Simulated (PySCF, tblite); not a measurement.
# C₆H₁₁FOSi: geometry, infrared bands and NMR shifts

Aim: predict the infrared bands and NMR shifts of C₆H₁₁FOSi (`F[C@@H]1CCC=C[C@H]1O[SiH3]`).

Programs: tblite 0.8.0 and PySCF 2.14.0, with density-fitted response routines of our own. Each step states its level of theory. These are calculated values for one molecule in the gas phase, unless marked as measured. Atoms are numbered from 0 throughout.

## (1) Starting geometry

20 atoms, charge 0, multiplicity 1; geometry from: force field or distance geometry start.

Bonds of the start (Å): F0–C1 1.37, C1–C2 1.50, C2–C3 1.53, C3–C4 1.50, C4–C5 1.34, C5–C6 1.51, C6–O7 1.44, O7–Si8 1.67, C6–C1 1.55, C1–H9 1.11, C2–H10 1.10, C2–H11 1.10, C3–H12 1.11, C3–H13 1.09, C4–H14 1.09, C5–H15 1.10, C6–H16 1.09, Si8–H17 1.48, Si8–H18 1.48, Si8–H19 1.48.

## (2) Relaxing the molecule with GFN2-xTB

What the job is given:

```
{"job": {"kind": "relax", "xc": "GFN2-xTB", "basis": "xTB"}, "charge": 0, "multiplicity": 1}
F      0.561700    -1.531100    -1.410100
C     -0.171900    -0.887300    -0.445600
C     -1.505600    -0.522000    -1.035300
C     -2.376700     0.264900    -0.055000
C     -1.607000     1.320700     0.682300
C     -0.270000     1.372100     0.692100
C      0.626500     0.352000     0.030800
O      1.611100    -0.001800     1.020800
Si     3.094800    -0.580100     0.527400
H     -0.299600    -1.609400     0.388500
H     -1.353700     0.079900    -1.945000
H     -2.043600    -1.424600    -1.369100
H     -2.808000    -0.426400     0.705400
H     -3.210300     0.714300    -0.586000
H     -2.181800     2.091500     1.203400
H      0.229000     2.184000     1.235800
H      1.105500     0.840400    -0.822900
H      3.582200     0.243300    -0.602700
H      4.043900    -0.477400     1.662400
H      2.968100    -1.992100     0.119700
```

The run is started by

```
$ OMP_NUM_THREADS=1 python probes_run.py task.json out
```

One launch serves the whole session: the jobs run in the order shown.

**Question.** This job is followed by: GFN2-xTB harmonic vibrations, gas phase; GIAO PBE0/pcSseg-1 NMR shielding, non-relativistic, gas phase. What will the session give for the following? strongest single infrared mode (GFN2-xTB); zero-point energy (GFN2-xTB); ¹³C shifts against TMS (PBE0/pcSseg-1); ¹H shifts against TMS (PBE0/pcSseg-1, means over atoms taken as alike); ¹⁹F shifts against CFCl3 (PBE0/pcSseg-1); ¹⁷O shifts against H2O (PBE0/pcSseg-1); ²⁹Si shifts against TMS (PBE0/pcSseg-1); surface potential, 1st and 99th percentile.

The runs gave:

```
                                                              quantity                                                     value
                             strongest single infrared mode (GFN2-xTB)                                     2222 cm⁻¹, 351 km/mol
                                          zero-point energy (GFN2-xTB)                                             96.4 kcal/mol
                                ¹³C shifts against TMS (PBE0/pcSseg-1)                  138.1, 135.1, 99.2, 78.8, 31.4, 29.2 ppm
¹H shifts against TMS (PBE0/pcSseg-1, means over atoms taken as alike)  5.95, 5.89, 5.02, 4.70, 4.41, 2.35, 2.23, 2.09, 1.77 ppm
                              ¹⁹F shifts against CFCl3 (PBE0/pcSseg-1)                                                -206.2 ppm
                                ¹⁷O shifts against H2O (PBE0/pcSseg-1)                                                  33.9 ppm
                               ²⁹Si shifts against TMS (PBE0/pcSseg-1)                                                 -34.4 ppm
                                 surface potential, 1st and 99th percentile                                        -1.16 V and 0.93 V
```

In words: The optimisation took 48 steps and gained 0.228 eV; among the close pairs (by a distance rule), C6–O7 changed most, from 1.440 to 1.396 Å. No mode is imaginary among the 54: a minimum at this level. The strongest single mode, at 2222 cm⁻¹, moves mainly H17. Unscaled tight-binding wavenumbers are off by several per cent, some by more. Its intensities can rank the bands wrongly. At PBE0/pcSseg-1: The widest tensor belongs to C4: span 216 ppm, with a paramagnetic part of -203 ppm.
